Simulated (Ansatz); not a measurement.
Crystal: LuMnIn.

```
CELL_PARAMETERS angstrom
4.73656 0.00000 0.00000
-2.36828 4.10198 0.00000
0.00000 0.00000 3.40074
ATOMIC_POSITIONS crystal
Lu 0.00000 0.00000 0.00000
In 0.66667 0.33333 0.50000
Mn 0.33333 0.66667 0.50000
```

The cell comes from a database or a generator and needn't be the stable form of this composition.

```yaml
Program: Ansatz 0.2.0
Task: relaxation of cell and atoms
Functional: PBEsol
Potentials_or_basis: Ansatz PAW
Cutoff: "420 eV (not typed: the program's choice for these potentials)"
k_mesh: 7 × 7 × 8
Occupations: fermi-dirac, width 0.05 eV
Spin: collinear spin, ferromagnetic start
Starting_moments: "[0.0, 0.0, 4.0] μB"
```

At the start: volume 22.02 Å³/atom.

Q: How do energy, volume and symmetry change on relaxing?

A: It ends after 5 steps and the volume is 20.85 Å³/atom (-5.3 %); space group P-6m2 (No. 187, to 0.05 Å); moment 3.47 μB per cell.

Step by step:
```csv
step,energy change (eV),largest force (eV/Å),volume (Å³)
1,0.0000,0.0000,66.07
2,-0.0282,0.0000,60.49
3,-0.0448,0.0000,62.75
4,-0.0450,0.0000,62.56
5,-0.0440,0.0000,62.56
```

Final structure:
```
CELL_PARAMETERS angstrom
4.65613 0.00000 0.00000
-2.32806 4.03233 0.00000
0.00000 0.00000 3.33209
ATOMIC_POSITIONS crystal
Lu 0.00000 0.00000 0.00000
In 0.66667 0.33333 0.50000
Mn 0.33333 0.66667 0.50000
```

Caveat: the plane-wave basis is chosen anew once the cell has moved, so the energies of steps on either side of that aren't comparable; the PAW data sets come from PBE, with cores solved anew for the run's functional, which leaves a small shift of forces and pressure.
